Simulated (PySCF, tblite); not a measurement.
# C₄H₆F₂NO radical: geometry, infrared bands and EPR parameters

Aim: predict the infrared bands and EPR parameters of C₄H₆F₂NO radical (`[H]/N=C(\C)[CH]OC(F)F`).

Computed with tblite 0.8.0 and PySCF 2.14.0, with density-fitted response routines of our own, on a single molecule in the gas phase. Atoms count from 0, in the outputs and in this text.

### 1 The starting structure

14 atoms, charge 0, multiplicity 2; geometry from: force field or distance geometry start.

Bonds of the start (Å): C0–C1 1.49, C1–N2 1.31, C1–C3 1.48, C3–O4 1.37, O4–C5 1.41, C5–F6 1.37, C5–F7 1.35, C0–H8 1.10, C0–H9 1.10, C0–H10 1.10, N2–H11 1.04, C3–H12 1.06, C5–H13 1.09.

### 2 Relaxing the molecule with GFN2-xTB

What the job is given:

```
{"job": {"kind": "relax", "xc": "GFN2-xTB", "basis": "xTB"}, "charge": 0, "multiplicity": 2}
C     -2.102300    -0.011400    -0.204400
C     -0.663200     0.199000     0.134200
N     -0.260300     0.151200     1.379800
C      0.273600     0.481500    -0.973100
O      1.642800     0.491900    -0.887800
C      2.222400    -0.278500     0.145400
F      3.567400    -0.303900    -0.101200
F      1.808400    -1.558200     0.046500
H     -2.449500    -0.961900     0.217000
H     -2.705200     0.804900     0.230500
H     -2.266300    -0.028500    -1.287500
H     -1.068200    -0.044800     1.999300
H     -0.083300     0.929300    -1.868900
H      2.083100     0.128800     1.148000
```

Launch:

```sh
$ OMP_NUM_THREADS=1 python probes_run.py task.json out
```

This one command runs all jobs of the session in turn.

Output:

```text
step      E/eV     max force
  0    -761.74360    2.507
  1    -761.87893    0.694
  2    -761.90963    0.595
  3    -761.94107    0.405
  4    -761.95230    0.241
  5    -761.96253    0.267
  6    -761.96928    0.244
  7    -761.97534    0.212
  8    -761.97992    0.164
  9    -761.98389    0.147
 10    -761.98731    0.150
 11    -761.99042    0.127
 12    -761.99312    0.117
 13    -761.99549    0.113
 14    -761.99735    0.113
 15    -761.99870    0.094
 16    -761.99976    0.085
 17    -762.00077    0.095
 18    -762.00188    0.085
 19    -762.00314    0.100
 20    -762.00458    0.103
 21    -762.00631    0.138
 22    -762.00851    0.163
 23    -762.01102    0.147
 24    -762.01344    0.151
 25    -762.01585    0.149
 26    -762.01858    0.141
 27    -762.02198    0.175
 28    -762.02591    0.186
 29    -762.02928    0.150
 30    -762.03173    0.137
 31    -762.03401    0.134
 32    -762.03643    0.131
 33    -762.03833    0.109
 34    -762.03949    0.081
 35    -762.04014    0.117
 36    -762.04111    0.095
 37    -762.04230    0.073
 38    -762.04335    0.058
 39    -762.04380    0.060
 40    -762.04422    0.056
 41    -762.04470    0.046
 42    -762.04510    0.045
 43    -762.04532    0.043
 44    -762.04546    0.036
 45    -762.04560    0.029
 46    -762.04574    0.030
 47    -762.04585    0.032
 48    -762.04594    0.028
 49    -762.04602    0.025
 50    -762.04611    0.029
 51    -762.04619    0.024
 52    -762.04627    0.024
 53    -762.04634    0.024
 54    -762.04640    0.018
 55    -762.04644    0.021
 56    -762.04649    0.023
 57    -762.04653    0.023
 58    -762.04659    0.022
 59    -762.04663    0.018
 60    -762.04666    0.018
 61    -762.04670    0.020
 62    -762.04675    0.021
 63    -762.04681    0.024
 64    -762.04687    0.024
 65    -762.04694    0.028
 66    -762.04704    0.030
 67    -762.04718    0.035
 68    -762.04734    0.038
 69    -762.04751    0.035
 70    -762.04764    0.032
 71    -762.04781    0.036
 72    -762.04798    0.028
 73    -762.04812    0.025
 74    -762.04819    0.039
 75    -762.04825    0.024
 76    -762.04833    0.021
 77    -762.04847    0.028
 78    -762.04854    0.026
 79    -762.04857    0.017
 80    -762.04860    0.017
 81    -762.04864    0.022
 82    -762.04870    0.028
 83    -762.04878    0.019
 84    -762.04882    0.018
 85    -762.04884    0.008
```

Wall time 0.35 s (1 thread of Arm Neoverse V2, shared host).

Along the way: (not every step is listed)

```tsv
step	energy from step 0 (eV)	largest force (eV/Å)
0	0.0000	2.5071
1	-0.1353	0.6943
2	-0.1660	0.5946
3	-0.1975	0.4054
4	-0.2087	0.2408
5	-0.2189	0.2669
6	-0.2257	0.2438
7	-0.2317	0.2116
8	-0.2363	0.1641
15	-0.2551	0.0943
22	-0.2649	0.1632
29	-0.2857	0.1500
36	-0.2975	0.0950
43	-0.3017	0.0427
50	-0.3025	0.0292
57	-0.3029	0.0232
64	-0.3033	0.0237
71	-0.3042	0.0363
78	-0.3049	0.0258
80	-0.3050	0.0166
81	-0.3050	0.0220
82	-0.3051	0.0283
83	-0.3052	0.0190
84	-0.3052	0.0176
85	-0.3052	0.0081
```

Distances of close pairs at the start and the end, largest changes first:

```tsv
bond	before (Å)	after (Å)	change (Å)
C1–C3	1.478	1.399	-0.079
O4–C5	1.413	1.370	-0.044
C5–F6	1.368	1.343	-0.025
N2–H11	1.037	1.016	-0.021
C3–O4	1.372	1.352	-0.020
C0–C1	1.493	1.511	+0.018
C3–H12	1.063	1.079	+0.016
C0–H9	1.104	1.089	-0.015
```

The final coordinates are the input of the step that follows.

### 3 Harmonic vibrations with GFN2-xTB

What the job is given:

```
{"job": {"kind": "ir", "xc": "GFN2-xTB", "basis": "xTB"}, "charge": 0, "multiplicity": 2}
C     -2.148387     0.206829    -0.206322
C     -0.678537     0.074546     0.119564
N     -0.243167    -0.155018     1.324116
C      0.209331     0.227787    -0.950801
O      1.560094     0.165093    -0.963420
C      2.264634    -0.236303     0.140282
F      3.484831     0.318143     0.052410
F      2.458244    -1.574840     0.097813
H     -2.679300    -0.680785     0.134471
H     -2.561130     1.065393     0.322034
H     -2.319038     0.333441    -1.270618
H     -0.983998    -0.220872     2.016308
H     -0.154051     0.460579    -1.939498
H      1.789798     0.015535     1.101494
```

Output:

```text
mode    cm-1     km/mol
  1     -40.8      0.83
  2      14.9      1.64
  3      65.0      5.35
  4     177.4      1.16
  5     207.2      1.42
  6     292.4      4.93
  7     360.9      5.64
  8     453.2     10.65
  9     467.6     11.73
 10     509.4      0.72
 11     557.6      1.19
 12     643.2     57.54
 13     690.9     18.91
 14     729.7     22.74
 15     911.4      0.93
 16    1000.7     53.17
 17    1002.9    203.62
 18    1017.7     50.51
 19    1039.6    143.26
 20    1063.2    272.12
 21    1107.0     34.62
 22    1200.8    101.06
 23    1246.7     54.58
 24    1267.5    204.31
 25    1271.0      2.04
 26    1391.3     11.47
 27    1461.8     74.76
 28    1470.1     10.91
 29    1474.6     29.34
 30    1506.9     58.39
 31    2899.0      4.36
 32    3014.7     14.84
 33    3026.9     10.77
 34    3059.1     17.07
 35    3100.0      5.15
 36    3369.2      7.35
```

Run time: 0.29 s. Hardware: 1 thread of Arm Neoverse V2, shared host.

The strongest bands and the atoms that carry them (share of the mass-weighted mode):

```tsv
cm⁻¹	km/mol	atoms
643	57.5	H12 51 %, H11 29 %
1003	203.6	C5 54 %, F7 26 %
1040	143.3	C5 45 %, O4 22 %
1063	272.1	C5 51 %, F6 29 %, H13 16 %
1201	101.1	H13 56 %, C5 17 %, H12 12 %
1268	204.3	H11 34 %, C3 14 %, C1 14 %
1462	74.8	C1 34 %, C3 24 %, N2 17 %
1507	58.4	C1 46 %, C3 25 %
```

### 4 EPR parameters: B3LYP/pcH-1

The job, as its differences from that of step 3:

```diff
@@ -1,2 +1,2 @@
-{"job": {"kind": "ir", "xc": "GFN2-xTB", "basis": "xTB"}, "charge": 0, "multiplicity": 2}
+{"job": {"kind": "epr", "basis": "pcH-1"}, "charge": 0, "multiplicity": 2}
 C     -2.148387     0.206829    -0.206322
```

Method: UKS B3LYP, pcH-1 on C F H N O, non-relativistic, mean-field spin-orbit, GIAO.

Output:

```text
UKS, coarse grid
  cycle   1  E = -485.50320605  |g| = 6.82e-01
  cycle   2  E = -485.25609451  |g| = 1.09e+00
  cycle   3  E = -485.65836415  |g| = 1.35e-01
  cycle   4  E = -485.66446223  |g| = 8.00e-02
  cycle   5  E = -485.66727073  |g| = 1.64e-02
  cycle   6  E = -485.66742516  |g| = 7.30e-03
  cycle   7  E = -485.66747397  |g| = 3.50e-03
  cycle   8  E = -485.66748479  |g| = 2.55e-03
  cycle   9  E = -485.66748870  |g| = 4.70e-04
UKS, final grid
  cycle   1  E = -485.66753475  |g| = 5.68e-04
  cycle   2  E = -485.66753456  |g| = 9.57e-04
  cycle   3  E = -485.66753490  |g| = 1.23e-04
  cycle   4  E = -485.66753491  |g| = 6.46e-05
  cycle   5  E = -485.66753492  |g| = 4.51e-05
  cycle   6  E = -485.66753492  |g| = 1.01e-05
E = -485.66753492 Eh   <S^2> = 0.7677 (exact 0.7500)
g shifts (ppm)      1          2          3
  rmc          -211       -211       -211
  gc             -5         46         48
  oz_so        -106       1406       3318
  total        -322       1241       3156
hyperfine (MHz)  atom isotope    a_iso     a_fc   dipolar eigenvalues
    0   13C      -0.78      -0.78     -1.10     -0.12      1.22
    1   13C     -40.98     -40.98    -17.94      5.81     12.13
    2   14N      16.10      16.10    -21.07    -20.28     41.34
    3   13C      55.81      55.81    -54.82    -52.76    107.58
    4   17O     -16.29     -16.29    -48.10     23.27     24.83
    5   13C      -1.74      -1.74     -1.40     -0.28      1.68
    6   19F       1.21       1.21     -6.44     -3.74     10.18
    7   19F      41.17      41.17    -18.70    -16.27     34.97
    8    1H      -5.32      -5.32     -2.19     -1.00      3.19
    9    1H      -4.92      -4.92     -2.25     -1.02      3.27
   10    1H      -1.19      -1.19     -2.70     -2.48      5.19
   11    1H     -30.56     -30.56    -25.93     -4.48     30.41
   12    1H     -45.27     -45.27    -25.28     -1.84     27.12
   13    1H       3.26       3.26     -4.58     -0.30      4.88
```

Wall time 54 s (1 thread of Arm Neoverse V2, shared host); peak memory 0.96 GiB.

Principal g values 2.00200, 2.00356, 2.00547; g(iso) = 2.00368, against 2.00232 for a free electron.

Mean a(iso) over the nuclei that a row names, and the largest dipolar term of the row (other rows stand at the frozen geometry):

```tsv
nuclei	isotope	a(iso) (MHz)	a(iso) (G, at g = 2.0023)	largest dipolar term (MHz)
C3	13C	55.8	19.9	107.6
H12	1H	-45.3	-16.2	27.1
C1	13C	-41.0	-14.6	-17.9
H11	1H	-30.6	-10.9	30.4
F6, F7	19F	21.2	7.6	35.0
O4	17O	-16.3	-5.8	-48.1
N2	14N	16.1	5.7	41.3
H8, H9, H10	1H	-3.8	-1.4	5.2
H13	1H	3.3	1.2	4.9
C5	13C	-1.7	-0.6	1.7
C0	13C	-0.8	-0.3	1.2
```

Mulliken spin populations:

C0 0.01; C1 -0.15; N2 0.46; C3 0.63; O4 0.09; C5 0.00; F6 0.00; F7 0.01; H8 0.00; H9 0.00; H10 0.00; H11 -0.02; H12 -0.03; H13 0.00

In first order the couplings over 0.8 MHz of 1H, 19F, 14N give 288 distinct lines over 58.9 G, if the averaged nuclei exchange fast.

Orbitals, density, ELF and potential are computed afterwards from the orbital file.

ELF in a plane through or near 10 of the atoms.

Ten even steps from '0' (0.00) to '9' (1.00):
```
0000000000000000000000000000
0000000000000000000000000000
0000000000000000000000000000
0000000000000003640000000000
0000000000012138992000000000
0000000000037779992000000000
0000000056139849960000000000
0000000189818747400220000000
0000242289913688433551000000
0001576435600236484572000000
0001688625633784781152000000
0001477237476256248972000000
0000244037366334039995000000
0000000058842999308996000000
0000000046611999603882000000
0000000001000899500000000000
0000000000000375000000000000
0000000000000000000000000000
0000000000000000000000000000
0000000000000000000000000000
```
The map spans 12.1 Å across and 9.3 Å up, centred on the molecule. Atoms in the plane (x, y in Å): C0 (2.2, -0.1), C1 (0.7, 0.1), N2 (0.2, 1.3), C3 (-0.2, -1.0), O4 (-1.5, -1.1), C5 (-2.3, 0.1), H10 (2.4, -1.2), H11 (0.9, 2.1), H12 (0.3, -2.0), H13 (-1.8, 1.0).

On the surface of density 0.002 e/bohr³ the electrostatic potential runs, from the 1st to the 99th percentile, from -1.02 V near N2 to 1.55 V near H11.

The spin density lies nearest to C3 38 %; N2 31 %; O4 10 %; C1 9 % (beta excess).

### 5 Outcome

| quantity | value |
| --- | --- |
| strongest single infrared mode (GFN2-xTB) | 1063 cm⁻¹, 272 km/mol |
| zero-point energy (GFN2-xTB) | 61.6 kcal/mol |
| g(iso) (B3LYP) | 2.00368 |
| ⟨S²⟩ | 0.768 (exact 0.75) |
| largest a(iso) (averaged by class) | 13C on C3, 55.8 MHz |
| surface potential, 1st and 99th percentile | -1.02 V and 1.55 V |

**Reading.** The optimisation took 85 steps and gained 0.305 eV; among the close pairs (by a distance rule), C1–C3 changed most, from 1.478 to 1.399 Å. The lowest mode is imaginary (41i cm⁻¹), so the xTB geometry is not a minimum. The strongest single mode, at 1063 cm⁻¹, moves mainly C5 and F6. Unscaled tight-binding wavenumbers are off by several per cent, some by more. Its intensities can rank the bands wrongly. The largest spin populations lie on C3 (0.63 e), N2 (0.46 e). The isotropic g lies 1.4 ppt above the free-electron value.
